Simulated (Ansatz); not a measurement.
**BSiGe (doublet): relaxing a cheap start**

Where does this start of BSiGe (doublet) end when it is relaxed?

Method: UKS PBE0/def2-TZVP; program: Ansatz 0.2.0, Gaussian basis.

## Step 1: Where the work starts

3 atoms, charge 0, spin multiplicity 2.

Atoms are counted from 1 here; the program's logs count them from 0.

Bond lengths: B1–Ge2 1.881 Å, B1–Si3 1.835 Å. Angles: Ge2–B1–Si3 105.9°.

The start was built by rule and, where that kept it together, relaxed with GFN2-xTB. Sticks and bond lists go by distance. No spin-orbit coupling is included. 

## Step 2: Relaxation

The input, in.yaml:

```yaml
crystal:
  periodic: [false, false, false]
  atoms:
    - {symbol: B, position_ang: [-0.177443, -1.171933, -0.009952]}
    - {symbol: Ge, position_ang: [-0.613983, 0.657803, 0.005394]}
    - {symbol: Si, position_ang: [1.656301, -1.250219, -0.010119]}
basis:
  gaussian: {orbitals: def2-TZVP}
magnetization: {spin_polarized: true, initial_magnetization: 1}
hamiltonian: {xc: pbe0}
relax: {f_tol: 0.004, max_steps: 80}
```

On the command line:

```console
ansatz run in.yaml --threads 1 --pin off --events-out ev --progress --plain --max-ram 2176MiB
```

Before running it: what results should come out? Wanted: energy gained; shift from the start; total energy; dipole moment; ⟨S²⟩.

As calculated:

| quantity | value |
| --- | --- |
| steps | 7 |
| energy gained | 0.381 eV |
| shift from the start (rms) | 0.236 Å |
| total energy | -65057.2124 eV |
| dipole moment | 1.00 D |
| ⟨S²⟩ | 0.782 |

What this shows: By distance, Ge2–Si3 formed. Ge2–Si3 went from 2.966 to 2.495 Å. No vibrations were run, so this is a stationary point, not a proven minimum, and this spin need not be the ground state's.
